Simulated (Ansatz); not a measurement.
# F2GeH4Si: the cost of one run

All numbers are computed with Ansatz 0.2.0, driven from Python. Level of theory: B3LYP/def2-SVPD.

## 1. The structure

Bond lengths: F1–Ge2 1.803 Å, Ge2–F3 1.750 Å, Ge2–Si4 2.236 Å, Ge2–H5 1.568 Å, Si4–H6 1.489 Å, Si4–H7 1.472 Å, Si4–H8 1.486 Å. Angles: F1–Ge2–F3 110.5°, F1–Ge2–Si4 111.1°, F1–Ge2–H5 108.2°, F3–Ge2–Si4 108.2°, F3–Ge2–H5 109.7°, Si4–Ge2–H5 109.2°, Ge2–Si4–H6 111.9°, Ge2–Si4–H7 111.8°, Ge2–Si4–H8 110.5°, H6–Si4–H7 107.5°, H6–Si4–H8 107.3°, H7–Si4–H8 107.7°.

The script holds or builds the structure itself.

## 2. Script

run_energy.py reads:

```python
"""Electronic structure of the F2GeH4Si molecule."""

import argparse

import ansatz as az

parser = argparse.ArgumentParser(description="Electronic structure of the F2GeH4Si molecule.")
parser.add_argument("--basis-set", default="def2-SVPD", help="basis")
parser.add_argument("--xc", required=True, help="exchange-correlation functional")
args = parser.parse_args()

geometry_ang = [
    ("F", (1.592, -1.0172, 1.5247)),
    ("Ge", (1.112, -0.0011, 0.1151)),
    ("F", (1.6137, 1.6576, 0.3565)),
    ("Si", (-1.105, -0.0237, -0.1775)),
    ("H", (1.8062, -0.5816, -1.1653)),
    ("H", (-1.6234, -1.4041, -0.3879)),
    ("H", (-1.5102, 0.7838, -1.3397)),
    ("H", (-1.7932, 0.5293, 1.0183)),
]
molecule = az.Crystal.molecule()
for symbol, xyz in geometry_ang:
    molecule = molecule.atom(symbol, xyz)

base = molecule.calculation()
base = base.basis(gaussian=args.basis_set)
base = base.functional(args.xc)
done = base.run(threads=1)
rep = done.report

print("reference energy %16.6f eV" % rep["reference_energy_ev"])
print("total energy     %16.6f eV" % rep["free_energy_ev"])
print("occupied orbitals outside the frozen core (up, down):", rep["n_occupied"], " frozen:", rep["n_frozen"], " virtual:", rep["n_virtual"])

field = rep["mean_field"]
print("<S^2> =", round(abs(field["state"]["spin_squared"]), 4), " all-electron relativity setting:", field["relativity"])
print("passes:", field["passes"])
if "symmetry" in field:
    print("occupied orbitals by irrep:", field["symmetry"]["occupied"])
```

## 3. The run

Started as:

```bash
python run_energy.py --xc B3LYP
```

**Question.** How long does this script take on 1 thread of Intel Xeon 6975P-C (Granite Rapids), shared host, and how much memory does it need?

About 3.2 s, with a peak of 0.36 GiB.
